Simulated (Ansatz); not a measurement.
# Cl3HOSi: the cost of one run

Program: Ansatz 0.2.0, Gaussian basis. Level of theory: PBE0-D4/def2-TZVP structures, single points in def2-TZVPP, no counterpoise correction. These are calculated values, not measurements.

Levels: SPW92, PBE-D4, BLYP-D4, r2SCAN-D4, B97M-V, PBE0-D4, B3LYP-D4, r2SCAN0-D4, BHLYP-D4, CAM-B3LYP-D4, wB97X-V, wB97M-V, B2PLYP, PBE-QIDH, RPA on PBE, Hartree-Fock, MP2, CCSD, CCSD(T).

Cores are frozen in the correlated methods. B3LYP uses VWN-RPA correlation. B2PLYP carries no dispersion term here.

114 further runs of the same task are left out: 1 that didn't finish, 113 set aside as unsound or not needed. Runs told in other sessions of the task aren't counted.

## 1. The system as given

The complex: 10 atoms, charge 0, spin multiplicity 1.

Atoms are counted from 1 here; the program's logs count them from 0.

Bond lengths: Si1–Cl3 2.024 Å, Si1–Cl4 2.023 Å, Si1–Cl5 2.008 Å, Si1–O7 1.635 Å, H2–H8 0.747 Å, H6–F9 0.934 Å, O7–H10 0.961 Å. Angles: Cl3–Si1–Cl4 108.5°, Cl3–Si1–Cl5 111.0°, Cl3–Si1–O7 110.0°, Cl4–Si1–Cl5 111.1°, Cl4–Si1–O7 110.4°, Cl5–Si1–O7 105.9°, Si1–O7–H10 118.2°.

Coordinates:

```
atom    x (Å)    y (Å)    z (Å)
 Si1  -0.2732  -1.0195  -0.9512
  H2  -0.4579   0.1517   2.6732
 Cl3  -0.0213  -1.7520  -2.8209
 Cl4   0.0376  -2.5174   0.3728
 Cl5  -2.1058  -0.2283  -0.7291
  H6   0.4155   1.7557   0.0374
  O7   0.7781   0.2041  -0.6839
  H8  -0.3557   0.8248   2.3656
  F9   0.2638   2.5669   0.4744
 H10   1.7189   0.0141  -0.7382
```

Its parts: Cl3HOSi holds atoms 1, 3, 4, 5, 7, 10; H2 holds atoms 2, 8; HF holds atoms 6, 9. Each part counts its atoms afresh in its own runs.

## 2. Relaxing Cl3HOSi alone

Input file relax-a/in.yaml:

```yaml
crystal:
  periodic: [false, false, false]
  atoms:
    - {symbol: Si, position_ang: [-0.273159, -1.019539, -0.951157]}
    - {symbol: Cl, position_ang: [-0.021307, -1.751965, -2.820919]}
    - {symbol: Cl, position_ang: [0.037559, -2.517352, 0.372783]}
    - {symbol: Cl, position_ang: [-2.105759, -0.228329, -0.729135]}
    - {symbol: O, position_ang: [0.778136, 0.204058, -0.683860]}
    - {symbol: H, position_ang: [1.718888, 0.014133, -0.738233]}
basis:
  gaussian: {orbitals: def2-TZVP}
hamiltonian: {xc: pbe0, dispersion: d4}
relax: {f_tol: 0.005, max_steps: 200}
```

Started as:

```console
$ ansatz run in.yaml --threads 8 --pin off --events-out ev --progress --plain --max-ram 19148MiB
```

**Question.** How long does this run take on 8 threads of Arm Neoverse V1, shared host?

About 13 s.
